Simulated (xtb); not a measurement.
# B2H4O4 (B2(OH)4): GFN2-xTB

We compute an optimisation with harmonic vibrations of B2H4O4 (B2(OH)4). 

The calculation is run with xtb 6.7.1.

5 further runs of the same task are left out: 5 set aside as unsound or not needed.

### 1 The system as given

B2H4O4: 10 atoms, total charge 0, spin state singlet. Geometry: relaxed at GFN2-xTB. The run starts from this shape.

Bond lengths: B1–O2 1.360 Å, B1–O3 1.360 Å, B1–B4 1.715 Å, B4–O5 1.363 Å, B4–O6 1.363 Å, O2–H7 0.955 Å, O3–H8 0.955 Å, O5–H9 0.961 Å, O6–H10 0.961 Å. Angles: O2–B1–O3 114.1°, O2–B1–B4 123.1°, O3–B1–B4 122.8°, B1–B4–O5 119.6°, B1–B4–O6 119.3°, O5–B4–O6 121.0°, B1–O2–H7 114.6°, B1–O3–H8 114.5°, B4–O5–H9 117.1°, B4–O6–H10 117.0°.

### 2 An optimisation with harmonic vibrations at GFN2-xTB

The input, struc.xyz:

```xyz
10

B     -0.961160     0.323300    -0.486810
O     -2.067600    -0.464660    -0.544460
O     -1.116120     1.542610    -1.067970
B      0.503350    -0.172080     0.255350
O      0.590110    -1.411960     0.813620
O      1.563410     0.684070     0.277370
H     -1.966620    -1.322240    -0.136710
H     -0.341580     2.100560    -1.030290
H      1.428040    -1.651820     1.219170
H      2.368170     0.372230     0.700730
```

Started as:

```bash
$ xtb --ohess vtight -P 1 -- struc.xyz | tee out.txt
```

**Question.** What will come out? Wanted: total energy at the end; dipole moment; HOMO energy; LUMO energy; HOMO–LUMO gap; dispersion energy; mean polarisability; lowest harmonic wavenumber; highest harmonic wavenumber.

Computed results:

Level: GFN2-xTB.

| quantity | value |
| --- | --- |
| total energy at the end | -20.91618 Eh |
| dipole moment | 5.33 D |
| HOMO energy | -10.15 eV |
| LUMO energy | -5.65 eV |
| HOMO–LUMO gap | 4.50 eV |
| dispersion energy | -10.51 kJ/mol |
| mean polarisability (D4 model) | 45.5 bohr³ |
| lowest harmonic wavenumber | 52 cm⁻¹ |
| highest harmonic wavenumber | 3658 cm⁻¹ |
| zero-point energy | 169.0 kJ/mol |

What this shows: At the final geometry: Bond lengths: B1–O2 1.359 Å, B1–O3 1.359 Å, B1–B4 1.715 Å, B4–O5 1.362 Å, B4–O6 1.362 Å, O2–H7 0.955 Å, O3–H8 0.955 Å, O5–H9 0.961 Å, O6–H10 0.961 Å. Angles: O2–B1–O3 114.1°, O2–B1–B4 122.9°, O3–B1–B4 122.9°, B1–B4–O5 119.5°, B1–B4–O6 119.5°, O5–B4–O6 121.0°, B1–O2–H7 114.5°, B1–O3–H8 114.5°, B4–O5–H9 117.1°, B4–O6–H10 117.1°. All 24 modes are real, so the shape is a minimum at this level.
